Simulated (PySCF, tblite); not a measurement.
**C₅H₁₄AlN: geometry, infrared bands, NMR shifts, electronic excitations and core binding energies**

What infrared bands, NMR shifts, electronic excitations and core binding energies should C₅H₁₄AlN (`C=[CH][Al@H-]([NH3+])[CH](C)C`) show?

Programs: tblite 0.8.0 and PySCF 2.14.0, with density-fitted response routines of our own. Each step states its level of theory. These are calculated values for one molecule in the gas phase, unless marked as measured. Atoms count from 0, in the outputs and in this text.

## 1. The molecule as given

21 atoms, charge 0, multiplicity 1; geometry from: force field or distance geometry start.

Bonds of the start (Å): C0–C1 1.34, C1–Al2 1.95, Al2–N3 1.91, Al2–C4 2.02, C4–C5 1.54, C4–C6 1.52, C0–H7 1.08, C0–H8 1.08, C1–H9 1.10, Al2–H10 1.60, N3–H11 1.04, N3–H12 1.04, N3–H13 1.05, C4–H14 1.10, C5–H15 1.11, C5–H16 1.11, C5–H17 1.11, C6–H18 1.12, C6–H19 1.12, C6–H20 1.11.

## 2. Geometry optimisation with GFN2-xTB

What the job is given:

```
{"job": {"kind": "relax", "xc": "GFN2-xTB", "basis": "xTB"}, "charge": 0, "multiplicity": 1}
C      2.366500    -1.963900     0.194300
C      2.032300    -0.769300     0.698900
Al     0.868000     0.476100    -0.253000
N      0.608500     2.061200     0.788600
C     -0.918900    -0.404700    -0.585900
C     -1.797500     0.473600    -1.492100
C     -1.624000    -0.711400     0.722600
H      1.985500    -2.267500    -0.769300
H      3.010500    -2.637000     0.748800
H      2.417700    -0.482200     1.684400
H      1.524800     0.870400    -1.652900
H     -0.108400     2.668700     0.353100
H      1.506000     2.576000     0.883800
H      0.288700     1.791800     1.752000
H     -0.713300    -1.349600    -1.119600
H     -2.753300    -0.041500    -1.697900
H     -1.275700     0.674100    -2.450300
H     -2.016300     1.438500    -0.994600
H     -1.842400     0.223300     1.292600
H     -0.983400    -1.371600     1.361500
H     -2.584300    -1.237900     0.534600
```

Started as:

```sh
$ OMP_NUM_THREADS=1 python probes_run.py task.json out
```

One launch serves the whole session: the jobs run in the order shown.

**Question.** This job is followed by: GFN2-xTB harmonic vibrations, gas phase; PBE0-D3(BJ)/def2-SVP geometry optimisation, gas phase; GIAO PBE0/pcSseg-1 NMR shielding, non-relativistic, gas phase; TDDFT wB97X-D/def2-SVPD, vertical, gas phase, core orbitals frozen in the response; GIAO PBE/pcSseg-1 NMR shielding, non-relativistic, gas phase; delta-SCF UKS SCAN, pcX-2 on the ionised atom, pcseg-1 elsewhere, spin-free X2C. Predict these results of the whole session: strongest single infrared mode (GFN2-xTB); zero-point energy (GFN2-xTB); point group; rotational constants (main isotopes); 13C shifts against TMS (PBE0/pcSseg-1); 1H shifts against TMS (PBE0/pcSseg-1, means over atoms taken as alike); 27Al shifts against AlH4- (PBE0/pcSseg-1); 15N shifts against NH3 (PBE0/pcSseg-1); lowest singlet (wB97X-D/def2-SVPD); brightest single state of those computed; lowest triplet; vertical ionisation energy (ΔSCF); C1s binding energies, SCAN/pcX-2; Al1s binding energies, SCAN/pcX-2; Al2p binding energies, SCAN/pcX-2; N1s binding energies, SCAN/pcX-2; range of the shift of Al2.

As calculated:

```
                                                              quantity                                                     value
                             strongest single infrared mode (GFN2-xTB)                                      684 cm⁻¹, 539 km/mol
                                          zero-point energy (GFN2-xTB)                                            108.5 kcal/mol
                                                           point group                                                        C1
                                  rotational constants (main isotopes)                                      2.42, 1.37, 1.15 GHz
                                13C shifts against TMS (PBE0/pcSseg-1)                         155.6, 145.8, 22.8, 22.3, 5.9 ppm
1H shifts against TMS (PBE0/pcSseg-1, means over atoms taken as alike)        6.52, 6.51, 6.18, 4.07, 1.65, 1.07, 1.00, 0.25 ppm
                             27Al shifts against AlH4- (PBE0/pcSseg-1)                                                  72.9 ppm
                                15N shifts against NH3 (PBE0/pcSseg-1)                                                  27.0 ppm
                                    lowest singlet (wB97X-D/def2-SVPD)                               5.55 eV (224 nm), f = 0.002
                              brightest single state of those computed                               state 4, 6.70 eV, f = 0.136
                                                        lowest triplet                                                   4.32 eV
                                     vertical ionisation energy (ΔSCF)                                                   8.32 eV
                                      C1s binding energies, SCAN/pcX-2  C6 290.12, C5 289.99, C0 289.70, C1 288.91, C4 288.90 eV
                                     Al1s binding energies, SCAN/pcX-2                                            Al2 1564.86 eV
                                     Al2p binding energies, SCAN/pcX-2                                              Al2 78.52 eV
                                      N1s binding energies, SCAN/pcX-2                                              N3 407.49 eV
                                             range of the shift of Al2                                          72.9 to 80.3 ppm
```

Relaxing lowered the energy by 0.544 eV in 181 steps; the close pair that moved most is Al2–N3, from 1.914 to 2.082 Å (GFN2-xTB). No mode is imaginary among the 57: a minimum at this level. The strongest single mode, at 684 cm⁻¹, moves mainly H10 and Al2. Unscaled tight-binding wavenumbers are off by several per cent, some by more. Its intensities can rank the bands wrongly. Relaxing lowered the energy by 0.292 eV in 8 steps; the close pair that moved most is Al2–H10, from 1.556 to 1.612 Å (PBE0/def2-SVP). The most deshielded carbon is C1 (alkene CH), at 155.6 ppm: the olefinic region. At PBE0/pcSseg-1: The widest tensor belongs to C1: span 285 ppm, with a paramagnetic part of -231 ppm. The first singlet state (HOMO→LUMO 0.58, HOMO→LUMO+1 0.16) lies at 5.55 eV and is weak; of the 10 states computed, the strongest absorption comes from state 4 at 6.70 eV (the last state computed is bright too, and its partners may lie past the list). The lowest triplet lies 1.23 eV below the lowest singlet (triplets in Tamm-Dancoff, singlets in full TDDFT). The orbital energy would give 8.25 eV for ionisation, ΔSCF gives 8.32 eV. C6 (methyl carbon) binds its C1s electron 1.22 eV more tightly than C4 (sp3 CH bonded to Al). In ppm, Al2 moves most: its shift spreads over 7.4 ppm, from 72.9 (PBE0/pcSseg-1) to 80.3 (PBE/pcSseg-1).
